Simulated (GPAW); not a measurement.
# CuF (P4/mmm) in GPAW: a series of runs

Runs on CuF. Level: PBEsol. Tasks: phonons.

All numbers are computed with GPAW 26.7.0; they aren't measurements. Logs are shortened: lines on timing, memory, paths and dates and some standing lists are left out, and cuts for length are marked. The log counts tension as positive stress, the text compression.

## Step 1: The crystal as given

Symmetry: P4/mmm, No. 123, tetragonal system. Conventional cell: a = 2.294 Å, b = 2.294 Å, c = 3.172 Å, α = 90.00°, β = 90.00°, γ = 90.00°. Cu (site symmetry 4/mmm) has 8 F at 2.27 Å and 4 Cu at 2.29 Å as nearest neighbours. Around F (site symmetry 4/mmm) lie 8 Cu at 2.27 Å and 4 F at 2.29 Å.

The cell was built by a generator and needn't be a form met in nature.

## Step 2: Phonons, PBEsol

The input, run.py:

```python
import json
import numpy as np
from ase import Atoms
from ase.constraints import FixSymmetry
from ase.io import write
from ase.optimize import BFGS
from phonopy import Phonopy
from phonopy.structure.atoms import PhonopyAtoms
from gpaw import GPAW, PW, setup_paths

setup_paths.insert(0, '.')

atoms = Atoms(['Cu', 'F'],
              cell=[[2.2938792821, 0.0, 0.0],
                    [0.0, 2.2938792821, 0.0],
                    [0.0, 0.0, 3.1715989404]],
              scaled_positions=[[0.0, 0.0, 0.0],
                                [0.5, 0.5, 0.5]],
              pbc=True)

calc = GPAW(mode=PW(680),
            xc='PBEsol',
            kpts={'size': (10, 10, 7), 'gamma': True},
            occupations={'name': 'fermi-dirac', 'width': 0.05},
            nbands=19,
            convergence={'density': 1e-06, 'eigenstates': 1e-09},
            maxiter=150,
            txt='gpaw.txt')
atoms.calc = calc
atoms.set_constraint(FixSymmetry(atoms))
BFGS(atoms, trajectory='relax.traj', logfile='-').run(fmax=0.005, steps=40)
atoms.set_constraint()
energy = atoms.get_potential_energy()
forces = atoms.get_forces()
stress = atoms.get_stress()
calc.write('gs.gpw')
write('result.traj', atoms)
print('Cell:', atoms.cell.cellpar().round(4))
print(atoms.get_scaled_positions().round(5))

def force_constants(scale):
    unit = PhonopyAtoms(symbols=atoms.get_chemical_symbols(), cell=atoms.cell[:] * scale**(1 / 3),
                        scaled_positions=atoms.get_scaled_positions())
    ph = Phonopy(unit, supercell_matrix=np.diag([1, 1, 1]), primitive_matrix=np.eye(3), symprec=1e-4)
    ph.generate_displacements(distance=0.02)
    forces = []
    for i, sc in enumerate(ph.supercells_with_displacements):
        a = Atoms(sc.symbols, cell=sc.cell, scaled_positions=sc.scaled_positions, pbc=True)
        c = GPAW(mode=PW(680),
                 xc='PBEsol',
                 kpts={'size': (10, 10, 7), 'gamma': True},
                 occupations={'name': 'fermi-dirac', 'width': 0.05},
                 nbands=19,
                 convergence={'density': 1e-06, 'eigenstates': 1e-09},
                 maxiter=150,
                 txt=f'disp-{scale:.3f}-{i:02d}.txt')
        a.calc = c
        f = a.get_forces()
        forces.append(f - f.mean(axis=0))
        print(f'displacement {i}: drift', f.mean(axis=0).round(5), flush=True)
    ph.forces = forces
    ph.produce_force_constants()
    ph.symmetrize_force_constants()
    return ph

qpoints = [[0.0, 0.0, 0.0]]
results = {}
for scale in [1.0]:
    ph = force_constants(scale)
    ph.run_qpoints(qpoints)
    nu = ph.qpoints.frequencies * 33.35641  # THz to cm^-1
    results[f'{scale:.3f}'] = nu.tolist()
    for qp, f in zip(qpoints, nu):
        print(scale, np.round(qp, 4), f.round(2))
json.dump(results, open('phonons.json', 'w'))
```

Potentials or basis: PAW data sets generated in the run's folder for this functional, pw.

Command:

```sh
gpaw-setup -f PBEsol Cu F
OMP_NUM_THREADS=1 python run.py
```

gpaw.txt:

```text
__  _  _
 | _ |_)|_||  |
 |__||  | ||/\| - 26.7.0

Input parameters:
  mode=PW(ecut=680.0),
  convergence={'density': 1e-06, 'eigenstates': 1e-09},
  kpts=MonkhorstPack(size=(10, 10, 7), gamma=True),
  maxiter=150,
  nbands=19,
  occupations=Occupations(name='fermi-dirac', width=0.05),
  xc=XC(name='PBEsol')

Diagonalizing LCAO Hamiltonian
Converting LCAO to pw mode
  .-----.
 *|     |
 ||     |
 ||  F  |
 |.-----.
 Cu----*

Atoms  # Å, Bohr magnetons
|   | symbol |        x |        y |        z |    initial magnetic moments |
|---|--------|----------|----------|----------|-----------------------------|
| 0 |     Cu | 0.000000 | 0.000000 | 0.000000 | ( 0.0000,  0.0000,  0.0000) |
| 1 |      F | 1.146940 | 1.146940 | 1.585799 | ( 0.0000,  0.0000,  0.0000) |

Unit cell  # Å
| periodic |        x |        y |        z |  lengths |    angles |
|----------|----------|----------|----------|----------|-----------|
|      yes | 2.293879 | 0.000000 | 0.000000 | 2.293879 | 90.000000 |
|      yes | 0.000000 | 2.293879 | 0.000000 | 2.293879 | 90.000000 |
|      yes | 0.000000 | 0.000000 | 3.171599 | 3.171599 | 90.000000 |

Number of symmetries: 16
Symmetry operations  # r_c * U_cc + t_c -> r_c
|    | kind |            matrix            |
|----|------|------------------------------|
|  0 |  E   |  1, 0, 0,  0, 1, 0,  0, 0, 1 |
|  1 |  σ   |  1, 0, 0,  0, 1, 0,  0, 0,-1 |
|  2 |  σ   |  1, 0, 0,  0,-1, 0,  0, 0, 1 |
|  3 |  C2  |  1, 0, 0,  0,-1, 0,  0, 0,-1 |
|  4 |  σ   |  0, 1, 0,  1, 0, 0,  0, 0, 1 |
|  5 |  C2  |  0, 1, 0,  1, 0, 0,  0, 0,-1 |
|  6 |  C4  |  0, 1, 0, -1, 0, 0,  0, 0, 1 |
|  7 |  S4  |  0, 1, 0, -1, 0, 0,  0, 0,-1 |
|  8 |  C4  |  0,-1, 0,  1, 0, 0,  0, 0, 1 |
|  9 |  S4  |  0,-1, 0,  1, 0, 0,  0, 0,-1 |
| 10 |  σ   |  0,-1, 0, -1, 0, 0,  0, 0, 1 |
| 11 |  C2  |  0,-1, 0, -1, 0, 0,  0, 0,-1 |
| 12 |  σ   | -1, 0, 0,  0, 1, 0,  0, 0, 1 |
| 13 |  C2  | -1, 0, 0,  0, 1, 0,  0, 0,-1 |
| 14 |  C2  | -1, 0, 0,  0,-1, 0,  0, 0, 1 |
| 15 |  i   | -1, 0, 0,  0,-1, 0,  0, 0,-1 |

BZ-sampling:
  Number of BZ points: 700
  Number of IBZ points: 84

  Monkhorst-Pack size: [10, 10, 7]
  Monkhorst-Pack shift: [0.05, 0.05, 0.0]

K-points  # in reciprocal-cell coordinates
|     |                                coordinates |     weight |
|-----|--------------------------------------------|------------|
|   0 | (  0.00000000,   0.00000000,   0.00000000) | 0.00142857 |
|   1 | (  0.00000000,   0.00000000,   0.14285714) | 0.00285714 |
|   2 | (  0.00000000,   0.00000000,   0.28571429) | 0.00285714 |
|   3 | (  0.00000000,   0.00000000,   0.42857143) | 0.00285714 |
|   4 | (  0.10000000,   0.00000000,   0.00000000) | 0.00571429 |
|   5 | (  0.10000000,   0.00000000,   0.14285714) | 0.01142857 |
|   6 | (  0.10000000,   0.00000000,   0.28571429) | 0.01142857 |
|   7 | (  0.10000000,   0.00000000,   0.42857143) | 0.01142857 |
|   8 | (  0.10000000,   0.10000000,   0.00000000) | 0.00571429 |
|   9 | (  0.10000000,   0.10000000,   0.14285714) | 0.01142857 |
| ... |                                            |            |
|  83 | (  0.50000000,   0.50000000,   0.42857143) | 0.00285714 |

Plane wave coefficients: 684
Cutoff: 680.0 eV

Spin-components: 1 (collinear spins)
Bands:           19
Projectors:      11
Spin-degeneracy: 2
Datatype:        complex128

Parallelization:
  kpt:    1
  domain: 1
  band:   1

Density:
  Valence electrons: 18.0
  Components: 1
  Grid points: [14 14 20]
  Charge: 0.0  # |e|

Potential:
  Grid points: [14 14 20]

species:
  Cu:
    name:    Copper
    Z:       29.0
    valence: 11
    core:    18
    charge:  0.0  # [|e|]
    compensation charges:
      type: gauss
      rc: 0.33  # [Å]
      lmax: 2
    cutoffs:
      filter: 2.06  # [Å]
      core: 2.43  # [Å]
    projectors
    | kind |    occ | energy [eV] | rcut [Å] |
    |------|--------|-------------|----------|
    |   4s |  1.000 |      -4.607 |    1.164 |
    |   4p |  0.000 |      -0.637 |    1.164 |
    |   3d | 10.000 |      -5.060 |    1.058 |
    |    s |        |      22.604 |    1.164 |
    |    p |        |      26.574 |    1.164 |
    |    d |        |      22.151 |    1.058 |

    Using partial waves for Cu as LCAO basis

  F:
    name:    Fluorine
    Z:       9.0
    valence: 7
    core:    2
    charge:  0.0  # [|e|]
    compensation charges:
      type: gauss
      rc: 0.20  # [Å]
      lmax: 2
    cutoffs:
      filter: 1.14  # [Å]
      core: 0.74  # [Å]
    projectors
    | kind |    occ | energy [eV] | rcut [Å] |
    |------|--------|-------------|----------|
    |   2s |  2.000 |     -29.719 |    0.635 |
    |   2p |  5.000 |     -11.050 |    0.635 |
    |    s |        |      -2.507 |    0.635 |
    |    p |        |      16.162 |    0.635 |
    |    d |        |       0.000 |    0.635 |

    Using partial waves for F as LCAO basis

Reference energy: -47690.493635  # eV

eigensolver:
  PPCG
  Converge bands: occupied
  niter=2

density mixing:
  MSR1-Mixer
  Pratt-step length: 0.05
  Maximum mixing coefficient: 0.75
  Old densities: 10
  SVD Regularization: 0.005
  Good broyden scale: 1.0
  Trust region scale: 1.0
  Backstep threshold: 4.0
  History deletion threshold: 6.0
  Fourier metric: weight=20.0, sigma=0.015

occupation numbers:
  Fermi-Dirac:
    width: 0.0500  # eV

poisson solver:
  ecut: 5440.0  # eV

xc functional:
  name: PBEsol with 2 nearest neighbor stencil

convergence criteria:
- Maximum integral of absolute [dens]ity change: 1e-06 electrons / valence electron
- Maximum integral of absolute [eigenst]ate change: 1e-09 eV^2 / valence electron
- Maximum [total energy] change in last 3 cyles: 0.0005 eV / valence electron
maximum number of iterations: 150

SCF iterations
|iter     | |      energy | eigst |  dens |
|---------|-|-------------|-------|-------|
|iter:   1| |   -7.803642 | -0.43 |       |
|iter:   2| |   -7.455745 | -2.64 | -1.19 |
|iter:   3| |   -6.922850 | -1.91 | -1.29 |
|iter:   4| |   -6.902799 | -3.62 | -1.79 |
|iter:   5| |   -6.894478 | -3.71 | -1.97 |
|iter:   6| |   -6.894139c| -4.60 | -2.54 |
|iter:   7| |   -6.894157c| -6.00 | -3.36 |
|iter:   8| |   -6.894162c| -6.79 | -3.79 |
|iter:   9| |   -6.894162c| -8.18 | -4.50 |
|iter:  10| |   -6.894162c| -9.33c| -5.04 |
|iter:  11| |   -6.894162c|-10.00c| -5.57 |
|iter:  12| |   -6.894162c|-10.45c| -6.40c|

Converged in 12 steps
Energy contributions relative to reference atoms: (reference = -47690.493635)

Energy contributions:
  Kinetic:          20.173430
  Coulomb:         -16.925106
  Zero:              0.180027
  External:          0.000000
  Xc:              -10.321631
  Entropy:          -0.001763
  Spinorbit:         0.000000
  ----------------------------
  Free energy:      -6.895043
  Extrapolated:     -6.894162

dipole moment: (-4.853366, -4.853366, -6.710437)  # |e|*Ang

Fermi level: 8.352
Eigenvalues  # (at kpt = [0.000, 0.000, 0.000])
| band index |      eig [eV] | occ [0-2] |
|------------|---------------|-----------|
|          0 |       -16.899 |     2.000 |
|        ... |               |           |
|          2 |         3.662 |     2.000 |
|          3 |         4.640 |     2.000 |
|          4 |         4.852 |     2.000 |
|          5 |         4.852 |     2.000 |
|          6 |         7.374 |     2.000 |
|          7 |         7.448 |     2.000 |
[... 9 lines left out ...]
|         17 |        41.764 |     0.000 |
|         18 |        42.690 |     0.000 |

No gap
No difference between direct/indirect transitions

Forces  # eV/Ang
|        x |        y |       z |
|----------|----------|---------|
|  0.00000 |  0.00000 | 0.00000 |  # Cu   0
| -0.00000 | -0.00000 | 0.00000 |  # F    1

Stress tensor  # eV/Ang^3
|         x |         y |         z |
|-----------|-----------|-----------|
| -0.313407 |  0.000000 |  0.000000 |
|  0.000000 | -0.313407 |  0.000000 |
|  0.000000 |  0.000000 | -0.113282 |

# Writing to gs.gpw (mode='')
```

Run time: 2.1 min. Hardware: 1 thread of Arm Neoverse V1, shared host; peak memory 0.27 GiB.

Results:

- Free energy: -6.8950 eV
- Pressure after relaxing: 39.5 GPa
- Band gap on the k mesh: none (metal or under the smearing width)
- Highest phonon frequency at Γ: 286 cm⁻¹

Stress tensor (GPa, compression positive):
```
50.21  0.00  0.00
 0.00 50.21  0.00
 0.00  0.00 18.15
```

Final structure:
```
CELL_PARAMETERS angstrom
2.29388 0.00000 0.00000
0.00000 2.29388 0.00000
0.00000 0.00000 3.17160
ATOMIC_POSITIONS crystal
Cu 0.00000 0.00000 0.00000
F 0.50000 0.50000 0.50000
```

Phonon frequencies in cm⁻¹ (negative: imaginary):
```tsv
q point	frequencies
(0.000, 0.000, 0.000)	0 0 0 63 63 286
```

Caveat: the cell is more than 3 GPa from zero pressure, which shifts response properties; with this Cu data set, volumes or pressures lay over 1.5 % or 2 GPa off other programs in two to four cells of ten; the cutoff is short for stress and forces, so pressures can be off by a GPa or more; the run has no spin polarisation, though such a crystal can be magnetic; semilocal functionals often make such compounds metallic where correlation or magnetic order opens a gap, which also shifts bond lengths.

## Step 3: Phonons, PBEsol

This run uses another cell than the first one, of 10.95 Å³/atom, 1.312 times its volume.

Edit run.py of step 2 so:

```diff
@@ -13,5 +13,5 @@
 atoms = Atoms(['Cu', 'F'],
-              cell=[[2.2938792821, 0.0, 0.0],
-                    [0.0, 2.2938792821, 0.0],
-                    [0.0, 0.0, 3.1715989404]],
+              cell=[[2.5115220551, 0.0, 0.0],
+                    [0.0, 2.5115220551, 0.0],
+                    [0.0, 0.0, 3.4725195658]],
               scaled_positions=[[0.0, 0.0, 0.0],
@@ -22,3 +22,3 @@
             xc='PBEsol',
-            kpts={'size': (10, 10, 7), 'gamma': True},
+            kpts={'size': (9, 9, 7), 'gamma': True},
             occupations={'name': 'fermi-dirac', 'width': 0.05},
@@ -51,3 +51,3 @@
                  xc='PBEsol',
-                 kpts={'size': (10, 10, 7), 'gamma': True},
+                 kpts={'size': (9, 9, 7), 'gamma': True},
                  occupations={'name': 'fermi-dirac', 'width': 0.05},
```

Potentials or basis: PAW data sets generated in the run's folder for this functional, pw.

Command:

```sh
gpaw-setup -f PBEsol Cu F
OMP_NUM_THREADS=1 python run.py
```

gpaw.txt:

```text
__  _  _
 | _ |_)|_||  |
 |__||  | ||/\| - 26.7.0

Input parameters:
  mode=PW(ecut=680.0),
  convergence={'density': 1e-06, 'eigenstates': 1e-09},
  kpts=MonkhorstPack(size=(9, 9, 7), gamma=True),
  maxiter=150,
  nbands=19,
  occupations=Occupations(name='fermi-dirac', width=0.05),
  xc=XC(name='PBEsol')

Diagonalizing LCAO Hamiltonian
Converting LCAO to pw mode
   .-----.
  /|     |
 * |     |
 | | F   |
 | .-----.
 |/     /
 Cu----*

Atoms  # Å, Bohr magnetons
|   | symbol |        x |        y |        z |    initial magnetic moments |
|---|--------|----------|----------|----------|-----------------------------|
| 0 |     Cu | 0.000000 | 0.000000 | 0.000000 | ( 0.0000,  0.0000,  0.0000) |
| 1 |      F | 1.255761 | 1.255761 | 1.736260 | ( 0.0000,  0.0000,  0.0000) |

Unit cell  # Å
| periodic |        x |        y |        z |  lengths |    angles |
|----------|----------|----------|----------|----------|-----------|
[... 170 lines left out ...]
|iter:  12| |   -7.264805c|-10.64c| -5.59 |
|iter:  13| |   -7.264805c|-11.69c| -6.72c|

Converged in 13 steps
Energy contributions relative to reference atoms: (reference = -47690.493635)

Energy contributions:
  Kinetic:           1.920816
  Coulomb:          -3.098642
  Zero:              0.181870
  External:          0.000000
  Xc:               -6.266404
  Entropy:          -0.004889
  Spinorbit:         0.000000
  ----------------------------
  Free energy:      -7.267249
  Extrapolated:     -7.264805

dipole moment: (-5.303209, -5.303209, -7.332405)  # |e|*Ang

Fermi level: 4.402
Eigenvalues  # (at kpt = [0.000, 0.000, 0.000])
| band index |      eig [eV] | occ [0-2] |
|------------|---------------|-----------|
|          0 |       -18.446 |     2.000 |
|        ... |               |           |
|          2 |         0.861 |     2.000 |
|          3 |         1.959 |     2.000 |
|          4 |         1.969 |     2.000 |
|          5 |         1.969 |     2.000 |
|          6 |         3.568 |     2.000 |
|          7 |         3.856 |     2.000 |
[... 9 lines left out ...]
|         17 |        34.118 |     0.000 |
|         18 |        34.325 |     0.000 |

No gap
No difference between direct/indirect transitions

Forces  # eV/Ang
|        x |        y |       z |
|----------|----------|---------|
|  0.00000 |  0.00000 | 0.00000 |  # Cu   0
| -0.00000 | -0.00000 | 0.00000 |  # F    1

Stress tensor  # eV/Ang^3
|        x |        y |        z |
|----------|----------|----------|
| 0.005719 | 0.000000 | 0.000000 |
| 0.000000 | 0.005719 | 0.000000 |
| 0.000000 | 0.000000 | 0.139509 |

# Writing to gs.gpw (mode='')
```

stdout:

```text
Step          Energy          fmax
BFGS:    0       -7.267249        0.000000
Cell: [ 2.5115  2.5115  3.4725 90.     90.     90.    ]
[[0.  0.  0. ]
 [0.5 0.5 0.5]]
displacement 0: drift [0.e+00 0.e+00 1.e-05]
displacement 1: drift [ 0.00018  0.      -0.00018]
1.0 [0. 0. 0.] [-140.88 -140.88 -119.56   -0.     -0.      0.  ]
```

It took 2.2 min on 1 thread of Arm Neoverse V1, shared host; peak memory 0.34 GiB.

Results:

- Free energy: -7.2672 eV
- Pressure after relaxing: -8.1 GPa
- Band gap on the k mesh: none (metal or under the smearing width)
- Highest phonon frequency at Γ: 0 cm⁻¹
- Most unstable mode: 141i cm⁻¹

Final structure:
```cif
data_structure
_symmetry_space_group_name_H-M 'P 1'
_symmetry_Int_Tables_number 1
_cell_length_a 2.5115
_cell_length_b 2.5115
_cell_length_c 3.4725
_cell_angle_alpha 90.000
_cell_angle_beta 90.000
_cell_angle_gamma 90.000
_cell_volume 21.90
loop_
_atom_site_label
_atom_site_type_symbol
_atom_site_fract_x
_atom_site_fract_y
_atom_site_fract_z
_atom_site_occupancy
Cu1 Cu 0.00000 0.00000 0.00000 1
F1 F 0.50000 0.50000 0.50000 1
```

Phonon frequencies in cm⁻¹ (negative: imaginary):
```
              q point           frequencies
(0.000, 0.000, 0.000)  -141 -141 -120 0 0 0
```

Caveat: the cell is more than 3 GPa from zero pressure, which shifts response properties; with this Cu data set, volumes or pressures lay over 1.5 % or 2 GPa off other programs in two to four cells of ten; the cutoff is short for stress and forces, so pressures can be off by a GPa or more; some modes are imaginary; the run has no spin polarisation, though such a crystal can be magnetic; semilocal functionals often make such compounds metallic where correlation or magnetic order opens a gap, which also shifts bond lengths.
